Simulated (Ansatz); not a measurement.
**Cs3Ta (element-swapped structure): how the settings move a single-point run**

How sensitive is a single-point run of Cs3Ta (element-swapped structure) to its settings? A reference run comes first, then three runs with altered input.

Program: Ansatz 0.2.0. Level of theory: reference: DFT r2SCAN, plane waves, PAW, scalar-relativistic, no spin polarisation. These are calculated values, not measurements.

1 further run of the same task is left out (it didn't finish).

## (1) The structure to begin with

The structure is tetragonal, space group I4/mmm (No. 139). Conventional cell: a = 5.284 Å, b = 5.284 Å, c = 11.748 Å, α = 90.00°, β = 90.00°, γ = 90.00°. Around Ta (site symmetry 4/mmm) lie 12 Cs at 3.74 to 3.95 Å. Cs (site symmetry 4/mmm) has 4 Ta at 3.74 Å and 8 Cs at 3.95 Å as nearest neighbours. Cs (site symmetry -4m2) has 8 Cs at 3.74 to 3.95 Å and 4 Ta at 3.95 Å as nearest neighbours.

As a file:

```cif
data_structure
_symmetry_space_group_name_H-M 'I4/mmm'
_symmetry_Int_Tables_number 139
_cell_length_a 5.2842
_cell_length_b 5.2842
_cell_length_c 11.7484
_cell_angle_alpha 90.000
_cell_angle_beta 90.000
_cell_angle_gamma 90.000
_cell_volume 328.04
loop_
_atom_site_label
_atom_site_type_symbol
_atom_site_symmetry_multiplicity
_atom_site_Wyckoff_symbol
_atom_site_fract_x
_atom_site_fract_y
_atom_site_fract_z
_atom_site_occupancy
Ta1 Ta 2 b 0.50000 0.50000 0.00000 1
Cs1 Cs 2 a 0.00000 0.00000 0.00000 1
Cs2 Cs 4 d 0.50000 0.00000 0.75000 1
```

## (2) The reference run

input.yaml

```yaml
crystal:
  lattice:
    - [0.0, 5.284168, 0.0]
    - [5.284168, 0.0, 0.0]
    - [2.642084, 2.642084, -5.874186]
  atoms:
    - { symbol: Ta, position: [0.5, 0.5, 0.0] }
    - { symbol: Cs, position: [0.0, 0.0, 0.0] }
    - { symbol: Cs, position: [0.75, 0.25, 0.5] }
    - { symbol: Cs, position: [0.25, 0.75, 0.5] }
  symmetry: { tolerance: 0.0003 }
kpoints:
  mp_grid: { grid: [4, 4, 4], shift: [0, 0, 0] }
magnetization:
  spin_polarized: false
scf:
  occupations: { method: fermi_dirac }
hamiltonian:
  pseudopotentials: { kind: paw }
  xc: r2scan
basis:
  ecutwfc: 500
output:
  forces: true
  stress: true
  eigenvalues: true
```

Started as:

```sh
ansatz run input.yaml --threads 1 --pin off --max-ram 2560MiB --backend cpu --events-out ev --progress --plain --runs-dir out
```

## (3) Variant: ecutrho_ratio 6, spin_polarized left out

Changes to input.yaml since step 2:

```diff
@@ -13,4 +13,2 @@
   mp_grid: { grid: [4, 4, 4], shift: [0, 0, 0] }
-magnetization:
-  spin_polarized: false
 scf:
@@ -22,2 +20,3 @@
   ecutwfc: 500
+  ecutrho_ratio: 6
 output:
```

## (4) Changing settings: mp_grid.grid [2, 2, 2], eigensolver.kind davidson, ecutwfc 33.1 Ry, basis.precision f64

Changes to input.yaml since step 2:

```diff
@@ -12,3 +12,3 @@
 kpoints:
-  mp_grid: { grid: [4, 4, 4], shift: [0, 0, 0] }
+  mp_grid: { grid: [2, 2, 2], shift: [0, 0, 0] }
 magnetization:
@@ -17,2 +17,3 @@
   occupations: { method: fermi_dirac }
+  eigensolver: { kind: davidson }
 hamiltonian:
@@ -21,3 +22,4 @@
 basis:
-  ecutwfc: 500
+  ecutwfc: "33.1 Ry"
+  precision: f64
 output:
```

## (5) The same system, input altered

Changes to input.yaml since step 2:

```diff
@@ -17,2 +17,4 @@
   occupations: { method: fermi_dirac }
+  mixing: { algorithm: broyden, beta: 1.0, ndim: 1, preconditioner: none }
+  max_iter: 75
 hamiltonian:
```

(Steps that only read results are left out.)

What does the calculation give? Wanted: for each run, ending; energy change; pressure; gap; force.

As calculated:

```csv
run,ending,energy change,pressure (GPa),gap (eV),force (eV/Å),cycles,time
reference,converged,0,1.9,0.00,0.00,11,12 s
"1: ecutrho_ratio 6, spin_polarized left out",converged,0.0 meV/atom,1.9,0.00,0.00,11,15 s
"2: mp_grid.grid [2, 2, 2], eigensolver.kind davidson, ecutwfc 33.1 Ry, basis.precision f64",converged,-32.6 meV/atom,2.1,0.00,0.00,10,7.6 s
"3: mixing.algorithm broyden, mixing.beta 1.0, mixing.ndim 1, preconditioner none",converged,0.0 meV/atom,1.9,0.00,0.00,38,88 s
```

Residual by cycle in the longest SCF loop of each run; runs are numbered as in the table. The quantity is the density residual dr2, in eV.

```csv
cycle,reference,run 1,run 2,run 3
1,0.153,0.153,0.0678,0.153
4,0.00346,0.00346,0.00284,0.00337
8,1.2e-5,1.2e-5,1.2e-5,0.00192
11,7.9e-8,8.1e-8,-,0.00928
14,-,-,-,0.05
18,-,-,-,0.798
21,-,-,-,17.1
25,-,-,-,9.36
28,-,-,-,23
31,-,-,-,48.8
35,-,-,-,3.5e-6
38,-,-,-,2.5e-9
```

**Reading.** Of the converged runs whose energies compare with the reference's, «mp_grid.grid [2, 2, 2], eigensolver.kind davidson, ecutwfc 33.1 Ry, basis.precision f64» moves the energy most (-32.6 meV/atom). Run 2 ran under the cutoff that the potentials recommend, as the log warns, so basis error is mixed into its values. Of the variants the dearest is «mixing.algorithm broyden, mixing.beta 1.0, mixing.ndim 1, preconditioner none» (88 s), the cheapest «mp_grid.grid [2, 2, 2], eigensolver.kind davidson, ecutwfc 33.1 Ry, basis.precision f64» (7.6 s), on a shared host.

The reference is no final answer either: its mesh is coarse for a cell with so small a gap or none; the structure is made up and not relaxed.
